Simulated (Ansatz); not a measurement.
**Si started on an N site in wurtzite BN, 96 atoms, charge +1**

How does the host give way around this defect, and what happens to the levels at the gap? The levels of theory are PBEsol and HSE06.

Method: density functional theory in Ansatz 0.2.0, PAW datasets, plane waves.

## Step 1: Starting point

96 atoms (48 B, 47 N, 1 Si); a = 7.623 Å, b = 8.802 Å, c = 8.407 Å, α = 90.00°, β = 90.00°, γ = 90.00°. All atoms were shaken off their sites by about 0.02 Å along each axis. Defect site 1: (0.500, 0.583, 0.438).

Plan of the steps: (2) PBEsol relaxation at the single k point (¼, ¼, ¼), on 8 threads of Arm Neoverse-V1; (3) HSE06 single point at the single k point (¼, ¼, ¼), on 8 threads of Arm Neoverse-V1.

## Step 2: Relaxation of the positions (PBEsol)

in.yaml

```yaml
crystal:
  lattice:
    - [7.622990, 0.000000, 0.000000]
    - [0.000000, 8.802271, 0.000000]
    - [0.000000, 0.000000, 8.406582]
  atoms:
    - { symbol: B, position: [0.998645, 0.168014, 0.003933] }
    - { symbol: B, position: [0.004227, 0.164344, 0.502313] }
    - { symbol: B, position: [0.333323, 0.170847, 0.001064] }
    - { symbol: B, position: [0.337693, 0.166708, 0.497563] }
    - { symbol: B, position: [0.166860, 0.412142, 0.998831] }
    - { symbol: B, position: [0.158794, 0.418406, 0.499549] }
    - { symbol: B, position: [0.000060, 0.665732, 0.999085] }
    - { symbol: B, position: [0.998684, 0.668426, 0.499339] }
    - { symbol: B, position: [0.665484, 0.167088, 0.998331] }
    - { symbol: B, position: [0.668684, 0.165755, 0.498147] }
    - { symbol: B, position: [0.503660, 0.416704, 0.000954] }
    - { symbol: B, position: [0.504347, 0.415906, 0.500739] }
    - { symbol: B, position: [0.333274, 0.664720, 0.000131] }
    - { symbol: B, position: [0.330213, 0.668086, 0.503224] }
    - { symbol: B, position: [0.165535, 0.917442, 0.996965] }
    - { symbol: B, position: [0.171985, 0.913628, 0.494839] }
    - { symbol: B, position: [0.836567, 0.417465, 0.997439] }
    - { symbol: B, position: [0.829167, 0.415105, 0.502321] }
    - { symbol: B, position: [0.668654, 0.663895, 0.001093] }
    - { symbol: B, position: [0.663490, 0.662779, 0.500382] }
    - { symbol: B, position: [0.495311, 0.916686, 0.994879] }
    - { symbol: B, position: [0.504438, 0.917973, 0.497068] }
    - { symbol: B, position: [0.827023, 0.916928, 0.996466] }
    - { symbol: B, position: [0.838085, 0.914248, 0.501482] }
    - { symbol: B, position: [0.171764, 0.086903, 0.249899] }
    - { symbol: B, position: [0.169539, 0.088536, 0.750474] }
    - { symbol: B, position: [0.000793, 0.334294, 0.250723] }
    - { symbol: B, position: [0.001261, 0.334934, 0.752875] }
    - { symbol: B, position: [0.496781, 0.081428, 0.248568] }
    - { symbol: B, position: [0.503445, 0.079216, 0.748312] }
    - { symbol: B, position: [0.332765, 0.335206, 0.251294] }
    - { symbol: B, position: [0.332014, 0.332940, 0.748843] }
    - { symbol: B, position: [0.161983, 0.581656, 0.249247] }
    - { symbol: B, position: [0.170309, 0.585759, 0.742805] }
    - { symbol: B, position: [0.999229, 0.835866, 0.252391] }
    - { symbol: B, position: [0.997470, 0.836660, 0.750644] }
    - { symbol: B, position: [0.826768, 0.081993, 0.249811] }
    - { symbol: B, position: [0.832497, 0.083263, 0.749947] }
    - { symbol: B, position: [0.668964, 0.330278, 0.251254] }
    - { symbol: B, position: [0.667695, 0.331675, 0.749036] }
    - { symbol: B, position: [0.499900, 0.583376, 0.245495] }
    - { symbol: B, position: [0.501534, 0.585356, 0.745677] }
    - { symbol: B, position: [0.336938, 0.829909, 0.250601] }
    - { symbol: B, position: [0.333660, 0.832867, 0.754883] }
    - { symbol: B, position: [0.833666, 0.581558, 0.253801] }
    - { symbol: B, position: [0.835173, 0.582611, 0.748232] }
    - { symbol: B, position: [0.665953, 0.828245, 0.250048] }
    - { symbol: B, position: [0.667375, 0.836317, 0.750715] }
    - { symbol: N, position: [0.001145, 0.166961, 0.190043] }
    - { symbol: N, position: [0.001578, 0.168671, 0.689518] }
    - { symbol: N, position: [0.334110, 0.168609, 0.187509] }
    - { symbol: N, position: [0.330255, 0.167250, 0.685021] }
    - { symbol: N, position: [0.165473, 0.420776, 0.188984] }
    - { symbol: N, position: [0.166415, 0.416579, 0.686747] }
    - { symbol: N, position: [0.003083, 0.667728, 0.182278] }
    - { symbol: N, position: [0.001167, 0.665307, 0.686025] }
    - { symbol: N, position: [0.663143, 0.167477, 0.184710] }
    - { symbol: N, position: [0.665428, 0.169711, 0.690812] }
    - { symbol: N, position: [0.500180, 0.413780, 0.189917] }
    - { symbol: N, position: [0.501649, 0.419067, 0.688078] }
    - { symbol: N, position: [0.335565, 0.668517, 0.186886] }
    - { symbol: N, position: [0.336799, 0.666149, 0.688161] }
    - { symbol: N, position: [0.164275, 0.915329, 0.188108] }
    - { symbol: N, position: [0.169319, 0.917688, 0.686557] }
    - { symbol: N, position: [0.831620, 0.422545, 0.182519] }
    - { symbol: N, position: [0.835688, 0.419307, 0.684339] }
    - { symbol: N, position: [0.668382, 0.668768, 0.187123] }
    - { symbol: N, position: [0.670281, 0.668347, 0.690486] }
    - { symbol: N, position: [0.501053, 0.918802, 0.188142] }
    - { symbol: N, position: [0.498119, 0.917806, 0.685796] }
    - { symbol: N, position: [0.831408, 0.913597, 0.189809] }
    - { symbol: N, position: [0.832019, 0.918732, 0.687594] }
    - { symbol: N, position: [0.171361, 0.081264, 0.438111] }
    - { symbol: N, position: [0.168497, 0.080458, 0.934722] }
    - { symbol: N, position: [0.004218, 0.336292, 0.435277] }
    - { symbol: N, position: [0.996892, 0.331667, 0.939810] }
    - { symbol: N, position: [0.501718, 0.083599, 0.435044] }
    - { symbol: N, position: [0.498943, 0.082294, 0.938958] }
    - { symbol: N, position: [0.337513, 0.335419, 0.436717] }
    - { symbol: N, position: [0.333513, 0.334400, 0.935931] }
    - { symbol: N, position: [0.166136, 0.586894, 0.440452] }
    - { symbol: N, position: [0.166319, 0.582842, 0.934279] }
    - { symbol: N, position: [0.999625, 0.832133, 0.437865] }
    - { symbol: N, position: [0.995245, 0.831067, 0.932744] }
    - { symbol: N, position: [0.828559, 0.086759, 0.435129] }
    - { symbol: N, position: [0.832919, 0.082105, 0.936118] }
    - { symbol: N, position: [0.661893, 0.332947, 0.437996] }
    - { symbol: N, position: [0.665743, 0.337012, 0.936465] }
    - { symbol: N, position: [0.498963, 0.585901, 0.937302] }
    - { symbol: N, position: [0.337862, 0.833026, 0.438633] }
    - { symbol: N, position: [0.330382, 0.833984, 0.934104] }
    - { symbol: N, position: [0.834812, 0.586700, 0.438477] }
    - { symbol: N, position: [0.833562, 0.589435, 0.933401] }
    - { symbol: N, position: [0.664182, 0.832273, 0.436457] }
    - { symbol: N, position: [0.667404, 0.837939, 0.938154] }
    - { symbol: Si, position: [0.499182, 0.583022, 0.441981] }
  symmetry: { detect: false }
kpoints:
  mp_grid: { grid: [1, 1, 1], shift: [0.25, 0.25, 0.25] }
hamiltonian:
  xc: pbesol
total_charge: 1
scf:
  occupations: { method: fermi_dirac, width: 0.01 }
relax:
  f_tol: 0.03
  max_steps: 80
  escape_saddle: false
  adjacent_minimum: "off"
output:
  forces: true
  eigenvalues: true
  populations: true
  charged_corrections: { epsilon: 7 }
```

Command:

```sh
$ ansatz run in.yaml --threads 8 --pin off --max-ram 17100MiB --runs-dir r --events-out ev --progress --plain
```

The runs that follow: HSE06 single point.

Q: Predict the outcome of this session. Wanted: for each run, top filled to lowest empty.

The runs gave:

| level | time | top filled to lowest empty (eV) |
| --- | --- | --- |
| PBEsol, relaxation | 1.8 min (8 CPU threads) | 0.58 |
| HSE06 | 3.3 min (8 CPU threads) | 1.45 |

```
     quantity                              value
   relaxation  13 recorded steps, 9.88 eV gained
largest shift                       0.31 Å (B20)
```

Relaxation gains 9.88 eV, with shifts up to 0.31 Å (B20). At the same k points, PBEsol gives a spacing 0.87 eV smaller than the 1.45 eV of HSE06. In a defect cell this spacing can involve defect levels, so it need not be the gap.
